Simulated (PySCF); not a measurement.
# BiF5: other functionals and bases at one geometry

How far do other levels of theory move the description of BiF5, and what does each cost? It is a constructed species; whether it can be made isn't addressed.

Program: PySCF 2.14.0. Level of theory: several levels, as the steps say, no spin–orbit coupling. These are calculated values, not measurements.

2 further runs of the same task are left out: 1 for a known fault of the program, 1 that didn't finish.

## Step 1: Starting geometry

6 atoms, charge 0, spin multiplicity 1.

Bond lengths: Bi1–F2 1.988 Å, Bi1–F3 1.999 Å, Bi1–F4 1.991 Å, Bi1–F5 1.999 Å, Bi1–F6 1.991 Å. Angles: F2–Bi1–F3 91.4°, F2–Bi1–F4 116.9°, F2–Bi1–F5 91.4°, F2–Bi1–F6 116.9°, F3–Bi1–F4 89.4°, F3–Bi1–F5 177.2°, F3–Bi1–F6 89.4°, F4–Bi1–F5 89.4°, F4–Bi1–F6 126.2°, F5–Bi1–F6 89.4°.

As a file:

```xyz
6
BiF5
Bi    0.0000    0.0000    0.0067
F     0.0000    0.0000    1.9947
F     1.9982    0.0000   -0.0430
F     0.0000    1.7762   -0.8937
F    -1.9982    0.0000   -0.0430
F     0.0000   -1.7762   -0.8937
```

Formal oxidation states: Bi +5. An earlier session relaxed this geometry at PBE0, Bi def2-SVP with ECP60, F def2-SVP (singlet, point group C2v).

At PBE0 on the finer grid: E = -712.914421 Eh, HOMO -12.06 eV, LUMO -6.37 eV, Mulliken charge on Bi1 +1.81 e, largest force component 0.032 eV/Å. 

Levels to run: M06-L; BLYP; CAM-B3LYP; revPBE; PBE0, TZVP; PBE0, x2c-SVP. Hardware: 2 threads of Intel Xeon Platinum 8375C at 2.90GHz (Ice Lake), shared host.

## Step 2: M06-L

run.py (the lines that set the calculation)

```python
mol = gto.M(atom='''
Bi     0.00000     0.00000     0.00666
F      0.00000     0.00000     1.99466
F      1.99820     0.00000    -0.04304
F      0.00000     1.77618    -0.89373
F     -1.99820     0.00000    -0.04304
F      0.00000    -1.77618    -0.89373''',
    basis={'Bi': 'def2-SVP', 'F': 'def2-SVP'},
    ecp={'Bi': 'def2-SVP'},
    charge=0, spin=0)
mf = dft.RKS(mol, xc='M06L')
mf.grids.atom_grid = (75, 302)
mf = mf.density_fit()  # fitting sets: Bi def2-universal-JKFIT, F def2-universal-JKFIT
mf.conv_tol = 1e-08; mf.max_cycle = 55
mf.kernel(dm0)  # dm0: the density of the relaxed state
```

Started as:

```
> OMP_NUM_THREADS=2 python run.py
```

Log:

```text
init E= -713.483498651519
  HOMO = -0.384541876696435  LUMO = -0.257563733153482  gap/eV = 3.45525
cycle= 1 E= -713.48893362212  delta_E= -0.00543  |g|= 0.0335  |ddm|= 0.239
  HOMO = -0.379748038764757  LUMO = -0.254712178610227  gap/eV = 3.40240
cycle= 2 E= -713.488516756284  delta_E= 0.000417  |g|= 0.0586  |ddm|= 0.0698
  HOMO = -0.381971445896426  LUMO = -0.256393717361931  gap/eV = 3.41714
cycle= 3 E= -713.489071540452  delta_E= -0.000555  |g|= 0.0171  |ddm|= 0.0589
  HOMO = -0.382947321756246  LUMO = -0.256822981536448  gap/eV = 3.43202
cycle= 4 E= -713.489112124225  delta_E= -4.06e-05  |g|= 0.0096  |ddm|= 0.0258
  HOMO = -0.382727132052607  LUMO = -0.256946190454581  gap/eV = 3.42267
cycle= 5 E= -713.489131029879  delta_E= -1.89e-05  |g|= 0.000921  |ddm|= 0.0106
  HOMO = -0.382680021404145  LUMO = -0.256880435822012  gap/eV = 3.42318
cycle= 6 E= -713.489131155691  delta_E= -1.26e-07  |g|= 0.000599  |ddm|= 0.00153
  HOMO = -0.382694021325884  LUMO = -0.256875139088727  gap/eV = 3.42371
cycle= 7 E= -713.489131227225  delta_E= -7.15e-08  |g|= 4.15e-05  |ddm|= 0.000579
  HOMO = -0.382695621703622  LUMO = -0.25688011614729  gap/eV = 3.42361
cycle= 8 E= -713.489131227638  delta_E= -4.13e-10  |g|= 3.66e-06  |ddm|= 6.21e-05
  HOMO = -0.382695620389174  LUMO = -0.25688005738073  gap/eV = 3.42362
Extra cycle  E= -713.489131227642  delta_E= -3.64e-12  |g|= 3.56e-06  |ddm|= 5.89e-06
converged SCF energy = -713.489131227642
```

Wall time 7.1 s (2 threads of Intel Xeon Platinum 8375C at 2.90GHz (Ice Lake), shared host).

Read off: E = -713.489131 Eh, HOMO -10.41 eV, LUMO -6.99 eV, Mulliken charge on Bi1 +1.95 e, largest force component 0.557 eV/Å. 

## Step 3: BLYP

run.py (the lines that set the calculation): that of step 2 with these lines changed.

```diff
@@ -10,3 +10,3 @@
     charge=0, spin=0)
-mf = dft.RKS(mol, xc='M06L')
+mf = dft.RKS(mol, xc='BLYP')
 mf.grids.atom_grid = (75, 302)
```

Started as:

```
> OMP_NUM_THREADS=2 python run.py
```

Log:

```text
init E= -713.338928003399
  HOMO = -0.351352186256122  LUMO = -0.252624147741898  gap/eV = 2.68653
cycle= 1 E= -713.345986067282  delta_E= -0.00706  |g|= 0.0691  |ddm|= 0.467
  HOMO = -0.351212246493082  LUMO = -0.2421658412845  gap/eV = 2.96730
cycle= 2 E= -713.343813952507  delta_E= 0.00217  |g|= 0.126  |ddm|= 0.283
  HOMO = -0.346472669455093  LUMO = -0.243404844683234  gap/eV = 2.80462
cycle= 3 E= -713.346573653063  delta_E= -0.00276  |g|= 0.0576  |ddm|= 0.177
  HOMO = -0.349020092100106  LUMO = -0.245295736433611  gap/eV = 2.82248
cycle= 4 E= -713.347029490984  delta_E= -0.000456  |g|= 0.0319  |ddm|= 0.0809
  HOMO = -0.349822602120086  LUMO = -0.246341308594907  gap/eV = 2.81587
cycle= 5 E= -713.347228014225  delta_E= -0.000199  |g|= 0.00182  |ddm|= 0.0286
  HOMO = -0.349694275333107  LUMO = -0.246322771081577  gap/eV = 2.81288
cycle= 6 E= -713.347228015446  delta_E= -1.22e-09  |g|= 0.00184  |ddm|= 0.00277
  HOMO = -0.34972223398837  LUMO = -0.246321293535392  gap/eV = 2.81368
cycle= 7 E= -713.347228676097  delta_E= -6.61e-07  |g|= 0.000167  |ddm|= 0.00162
  HOMO = -0.349720851953553  LUMO = -0.246321252773704  gap/eV = 2.81365
cycle= 8 E= -713.347228682249  delta_E= -6.15e-09  |g|= 8.68e-06  |ddm|= 0.000188
  HOMO = -0.349720997646039  LUMO = -0.246320399415481  gap/eV = 2.81367
Extra cycle  E= -713.34722868221  delta_E= 3.91e-11  |g|= 1.79e-05  |ddm|= 3.37e-05
converged SCF energy = -713.34722868221
```

Run time: 5.1 s. Hardware: 2 threads of Intel Xeon Platinum 8375C at 2.90GHz (Ice Lake), shared host.

Read off: E = -713.347229 Eh, HOMO -9.52 eV, LUMO -6.70 eV, Mulliken charge on Bi1 +1.56 e, largest force component 1.097 eV/Å. 

## Step 4: CAM-B3LYP

run.py (the lines that set the calculation): that of step 3 with these lines changed.

```diff
@@ -10,3 +10,3 @@
     charge=0, spin=0)
-mf = dft.RKS(mol, xc='BLYP')
+mf = dft.RKS(mol, xc='CAMB3LYP')
 mf.grids.atom_grid = (75, 302)
```

Started as:

```
> OMP_NUM_THREADS=2 python run.py
```

Log:

```text
init E= -713.240894733848
  HOMO = -0.497470881619616  LUMO = -0.194692381575628  gap/eV = 8.23902
cycle= 1 E= -713.241668025508  delta_E= -0.000773  |g|= 0.0408  |ddm|= 0.116
  HOMO = -0.492531371858589  LUMO = -0.192821697062818  gap/eV = 8.15552
cycle= 2 E= -713.241514902639  delta_E= 0.000153  |g|= 0.0515  |ddm|= 0.0693
  HOMO = -0.496125014470115  LUMO = -0.194381891971751  gap/eV = 8.21085
cycle= 3 E= -713.241953547001  delta_E= -0.000439  |g|= 0.0012  |ddm|= 0.0408
  HOMO = -0.496068980963416  LUMO = -0.194258412747438  gap/eV = 8.21268
cycle= 4 E= -713.241954066128  delta_E= -5.19e-07  |g|= 0.000682  |ddm|= 0.00277
  HOMO = -0.496112845226144  LUMO = -0.19428433540153  gap/eV = 8.21317
cycle= 5 E= -713.241954137935  delta_E= -7.18e-08  |g|= 0.000258  |ddm|= 0.000651
  HOMO = -0.496117575648402  LUMO = -0.194299663680823  gap/eV = 8.21288
cycle= 6 E= -713.241954150051  delta_E= -1.21e-08  |g|= 2.37e-05  |ddm|= 0.000225
  HOMO = -0.496115831550385  LUMO = -0.194295660738181  gap/eV = 8.21295
cycle= 7 E= -713.241954150284  delta_E= -2.33e-10  |g|= 1.12e-05  |ddm|= 6.55e-05
  HOMO = -0.496115584215225  LUMO = -0.194295537089744  gap/eV = 8.21294
Extra cycle  E= -713.241954150251  delta_E= 3.3e-11  |g|= 1.79e-05  |ddm|= 1.95e-05
converged SCF energy = -713.241954150251
```

Wall time 5.6 s (2 threads of Intel Xeon Platinum 8375C at 2.90GHz (Ice Lake), shared host).

Result: E = -713.241954 Eh, HOMO -13.50 eV, LUMO -5.29 eV, Mulliken charge on Bi1 +1.77 e, largest force component 0.201 eV/Å. 

## Step 5: revPBE

run.py (the lines that set the calculation): that of step 4 with these lines changed.

```diff
@@ -10,3 +10,3 @@
     charge=0, spin=0)
-mf = dft.RKS(mol, xc='CAMB3LYP')
+mf = dft.RKS(mol, xc='PBE_R,PBE')
 mf.grids.atom_grid = (75, 302)
```

Started as:

```
> OMP_NUM_THREADS=2 python run.py
```

Log:

```text
init E= -713.309834059065
  HOMO = -0.350800997590032  LUMO = -0.252020907195412  gap/eV = 2.68794
cycle= 1 E= -713.313185231288  delta_E= -0.00335  |g|= 0.11  |ddm|= 0.469
  HOMO = -0.360972177437066  LUMO = -0.248055024537209  gap/eV = 3.07263
cycle= 2 E= -713.305838660519  delta_E= 0.00735  |g|= 0.227  |ddm|= 0.405
  HOMO = -0.350410053087932  LUMO = -0.245984438309414  gap/eV = 2.84157
cycle= 3 E= -713.315562936088  delta_E= -0.00972  |g|= 0.042  |ddm|= 0.243
  HOMO = -0.352177041906761  LUMO = -0.247195274877171  gap/eV = 2.85670
cycle= 4 E= -713.315763050682  delta_E= -0.0002  |g|= 0.0279  |ddm|= 0.0652
  HOMO = -0.352619045382451  LUMO = -0.248228338755581  gap/eV = 2.84062
cycle= 5 E= -713.315924785223  delta_E= -0.000162  |g|= 0.00124  |ddm|= 0.028
  HOMO = -0.352515971248171  LUMO = -0.248208646294724  gap/eV = 2.83835
cycle= 6 E= -713.315924629062  delta_E= 1.56e-07  |g|= 0.0015  |ddm|= 0.00214
  HOMO = -0.352544623072602  LUMO = -0.24820801465048  gap/eV = 2.83914
cycle= 7 E= -713.315925080105  delta_E= -4.51e-07  |g|= 0.000132  |ddm|= 0.00135
  HOMO = -0.352545039307133  LUMO = -0.248208227892764  gap/eV = 2.83915
cycle= 8 E= -713.31592508398  delta_E= -3.87e-09  |g|= 9.65e-06  |ddm|= 0.000146
  HOMO = -0.352545579134553  LUMO = -0.248207625702666  gap/eV = 2.83918
Extra cycle  E= -713.315925083932  delta_E= 4.8e-11  |g|= 1.96e-05  |ddm|= 3.65e-05
converged SCF energy = -713.315925083932
```

It took 5.1 s on 2 threads of Intel Xeon Platinum 8375C at 2.90GHz (Ice Lake), shared host.

It gives: E = -713.315925 Eh, HOMO -9.59 eV, LUMO -6.75 eV, Mulliken charge on Bi1 +1.60 e, largest force component 1.064 eV/Å. 

## Step 6: PBE0, TZVP

Basis: Bi def2-TZVP with ECP60, F def2-TZVP. 

run.py (the lines that set the calculation)

```python
mol = gto.M(atom='''
Bi     0.00000     0.00000     0.00666
F      0.00000     0.00000     1.99466
F      1.99820     0.00000    -0.04304
F      0.00000     1.77618    -0.89373
F     -1.99820     0.00000    -0.04304
F      0.00000    -1.77618    -0.89373''',
    basis={'Bi': 'def2-TZVP', 'F': 'def2-TZVP'},
    ecp={'Bi': 'def2-TZVP'},
    charge=0, spin=0)
mf = dft.RKS(mol, xc='PBE0')
mf.grids.atom_grid = (75, 302)
mf = mf.density_fit()  # fitting sets: Bi def2-universal-JKFIT, F def2-universal-JKFIT
mf.conv_tol = 1e-08; mf.max_cycle = 55
mf.kernel(dm0)  # dm0: free metal ions and neutral atoms
```

Started as:

```
> OMP_NUM_THREADS=2 python run.py
```

Log:

```text
init E= -719.415355414604
  HOMO = -0.416922298144263  LUMO = -0.238826154872161  gap/eV = 4.84624
cycle= 1 E= -713.554182020709  delta_E= 5.86  |g|= 0.563  |ddm|= 2.66
  HOMO = -0.48149758347509  LUMO = -0.289703748421502  gap/eV = 5.21898
cycle= 2 E= -713.573115267874  delta_E= -0.0189  |g|= 0.288  |ddm|= 0.885
  HOMO = -0.453249061972793  LUMO = -0.236631846239906  gap/eV = 5.89445
cycle= 3 E= -713.585803441606  delta_E= -0.0127  |g|= 0.0934  |ddm|= 0.47
  HOMO = -0.449065176047597  LUMO = -0.239353882580534  gap/eV = 5.70653
cycle= 4 E= -713.586316071871  delta_E= -0.000513  |g|= 0.0743  |ddm|= 0.13
  HOMO = -0.453722665566695  LUMO = -0.241244794532726  gap/eV = 5.78182
cycle= 5 E= -713.587181795741  delta_E= -0.000866  |g|= 0.0143  |ddm|= 0.0529
  HOMO = -0.4542394292875  LUMO = -0.241555121174102  gap/eV = 5.78743
cycle= 6 E= -713.587212829735  delta_E= -3.1e-05  |g|= 0.00268  |ddm|= 0.0108
  HOMO = -0.454229057199315  LUMO = -0.241638311769393  gap/eV = 5.78489
cycle= 7 E= -713.587214079407  delta_E= -1.25e-06  |g|= 0.000201  |ddm|= 0.00256
  HOMO = -0.454224880599171  LUMO = -0.241615890955408  gap/eV = 5.78539
cycle= 8 E= -713.587214085376  delta_E= -5.97e-09  |g|= 9.17e-05  |ddm|= 0.000227
  HOMO = -0.454217184806989  LUMO = -0.241610885634248  gap/eV = 5.78531
Extra cycle  E= -713.587214080943  delta_E= 4.43e-09  |g|= 0.00019  |ddm|= 0.000169
converged SCF energy = -713.587214080943
```

Wall time 14 s (2 threads of Intel Xeon Platinum 8375C at 2.90GHz (Ice Lake), shared host).

Read off: E = -713.587214 Eh, HOMO -12.36 eV, LUMO -6.57 eV, Mulliken charge on Bi1 +1.88 e, largest force component 0.904 eV/Å. 

## Step 7: PBE0, x2c-SVP

Basis: Bi x2c-SVPall, F x2c-SVPall. All electrons are treated, with the spin-free X2C Hamiltonian.

run.py (the lines that set the calculation)

```python
mol = gto.M(atom='''
Bi     0.00000     0.00000     0.00666
F      0.00000     0.00000     1.99466
F      1.99820     0.00000    -0.04304
F      0.00000     1.77618    -0.89373
F     -1.99820     0.00000    -0.04304
F      0.00000    -1.77618    -0.89373''',
    basis={'Bi': 'x2c-SVPall', 'F': 'x2c-SVPall'},
    nucmod='G',
    charge=0, spin=0)
mf = dft.RKS(mol, xc='PBE0')
mf.grids.atom_grid = (99, 590)
mf = mf.density_fit()  # fitting sets: Bi AutoAux, F AutoAux
mf = mf.sfx2c1e()
mf.conv_tol = 1e-08; mf.max_cycle = 55
mf.kernel(dm0)  # dm0: free metal ions and neutral atoms
```

Started as:

```
> OMP_NUM_THREADS=2 python run.py
```

Log:

```text
init E= -22039.0036340725
  HOMO = -0.405641773367865  LUMO = -0.22630746940217  gap/eV = 4.87993
cycle= 1 E= -22032.6047116518  delta_E=  6.4  |g|= 0.362  |ddm|= 3.06
  HOMO = -0.455416379801726  LUMO = -0.26915510906188  gap/eV = 5.06843
cycle= 2 E= -22032.6174859719  delta_E= -0.0128  |g|= 0.288  |ddm|= 1.09
  HOMO = -0.452717001718546  LUMO = -0.240545509003193  gap/eV = 5.77348
cycle= 3 E= -22032.6316537001  delta_E= -0.0142  |g|= 0.116  |ddm|= 0.551
  HOMO = -0.440139159897905  LUMO = -0.232224716259855  gap/eV = 5.65764
cycle= 4 E= -22032.6335951644  delta_E= -0.00194  |g|= 0.0334  |ddm|= 0.111
  HOMO = -0.44218342725575  LUMO = -0.232404908531008  gap/eV = 5.70836
cycle= 5 E= -22032.6337148963  delta_E= -0.00012  |g|= 0.0209  |ddm|= 0.044
  HOMO = -0.442296458896254  LUMO = -0.232567016150072  gap/eV = 5.70703
cycle= 6 E= -22032.6337947354  delta_E= -7.98e-05  |g|= 0.00169  |ddm|= 0.0193
  HOMO = -0.442314186742401  LUMO = -0.232584768195385  gap/eV = 5.70703
cycle= 7 E= -22032.6337952666  delta_E= -5.31e-07  |g|= 0.000166  |ddm|= 0.00145
  HOMO = -0.442316942038502  LUMO = -0.232588194847163  gap/eV = 5.70701
cycle= 8 E= -22032.6337952718  delta_E= -5.2e-09  |g|= 4.24e-05  |ddm|= 0.000218
  HOMO = -0.442312503459154  LUMO = -0.232585121960422  gap/eV = 5.70697
Extra cycle  E= -22032.6337952709  delta_E= 8.59e-10  |g|= 8.04e-05  |ddm|= 0.000101
converged SCF energy = -22032.6337952709
```

Run time: 24 s. Hardware: 2 threads of Intel Xeon Platinum 8375C at 2.90GHz (Ice Lake), shared host.

It gives: E = -22032.633795 Eh, HOMO -12.04 eV, LUMO -6.33 eV, Mulliken charge on Bi1 +1.91 e, largest force component 0.558 eV/Å. 

## Step 8: All levels side by side

| level | state | HOMO (eV) | gap (eV) | charge on Bi1 (e) | dipole (D) | largest force (eV/Å) | basis functions | time |
| --- | --- | --- | --- | --- | --- | --- | --- | --- |
| PBE0 (relaxed here) | singlet | -12.06 | 5.69 | 1.81 | 0.18 | 0.03 | 96 | 11 s |
| M06-L | singlet | -10.41 | 3.42 | 1.95 | 0.19 | 0.56 | 96 | 7.1 s |
| BLYP | singlet | -9.52 | 2.81 | 1.56 | 0.17 | 1.10 | 96 | 5.1 s |
| CAM-B3LYP | singlet | -13.50 | 8.21 | 1.77 | 0.19 | 0.20 | 96 | 5.6 s |
| revPBE | singlet | -9.59 | 2.84 | 1.60 | 0.17 | 1.06 | 96 | 5.1 s |
| PBE0, TZVP | singlet | -12.36 | 5.79 | 1.88 | 0.17 | 0.90 | 205 | 14 s |
| PBE0, x2c-SVP | singlet | -12.04 | 5.71 | 1.91 | 0.19 | 0.56 | 132 | 24 s |

Times are on 2 threads of Intel Xeon Platinum 8375C at 2.90GHz (Ice Lake), shared host; the first row also made further properties.

In one basis the HOMO–LUMO gap runs from 2.81 eV (BLYP) to 8.21 eV (CAM-B3LYP). The largest leftover force, 1.10 eV/Å with BLYP, stands at a geometry relaxed at another level. The Mulliken charge on Bi spans +1.56 to +1.95 e over the levels. Total energies of different levels can't be compared. Spin–orbit coupling is left out throughout.
